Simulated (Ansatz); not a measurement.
# Na: the cost of one run

Computed with Ansatz 0.2.0 (DFT r²SCAN, scalar-relativistic, plane waves, PAW, unless a step's input says otherwise).

6 further runs of the same task are left out: 1 that didn't finish, 5 set aside as unsound or not needed.

## Step 1: The structure to begin with

The structure is cubic, space group Im-3m (No. 229). Conventional cell: a = 4.230 Å, b = 4.230 Å, c = 4.230 Å, α = 90.00°, β = 90.00°, γ = 90.00°. Around Na (site symmetry m-3m) lie 8 Na at 3.66 Å.

Coordinates:

```cif
data_structure
_symmetry_space_group_name_H-M 'P 1'
_symmetry_Int_Tables_number 1
_cell_length_a 3.6633
_cell_length_b 3.6633
_cell_length_c 3.6633
_cell_angle_alpha 109.471
_cell_angle_beta 109.471
_cell_angle_gamma 109.471
_cell_volume 37.84
loop_
_atom_site_label
_atom_site_type_symbol
_atom_site_fract_x
_atom_site_fract_y
_atom_site_fract_z
_atom_site_occupancy
Na1 Na 0.00000 0.00000 0.00000 1
```

The cell is the measured one, not relaxed. At r²SCAN, an earlier run found -0.03 GPa for this cell of 37.844 Å³/atom (12×12×12 mesh), metallic.

## Step 2: Bands on a fine mesh, Fermi surface

File input.yaml:

```yaml
crystal:
  lattice:
    - [-2.1150003074, 2.1150003074, 2.1150003074]
    - [2.1150003074, -2.1150003074, 2.1150003074]
    - [2.1150003074, 2.1150003074, -2.1150003074]
  atoms:
    - { symbol: Na, position: [0.0, 0.0, 0.0] }
basis:
  ecutwfc: 500
  ecutrho_ratio: 4
kpoints:
  mp_grid: { grid: [12, 12, 12] }
hamiltonian:
  xc: r2scan
scf:
  occupations: { method: gaussian, width: 0.05 }
output:
  forces: true
  stress: true
  eigenvalues: true
  eigenstates:
    nscf_kmesh: { grid: [20, 20, 20] }
    de_dk: true
    e_range: [-2.5, 2.5]
  write_density: true
  write_potential: true
  elf: true
  volumetric_format: npy
```

The run is started by

```console
> ansatz run input.yaml --threads 4 --pin off --max-ram 9216MiB --backend cpu --events-out ev --progress --plain --runs-dir out
```

Q: Estimate wall time and peak memory on 4 threads of Arm Neoverse V1, shared host.

About 2.6 s, with a peak of 0.4 GiB.
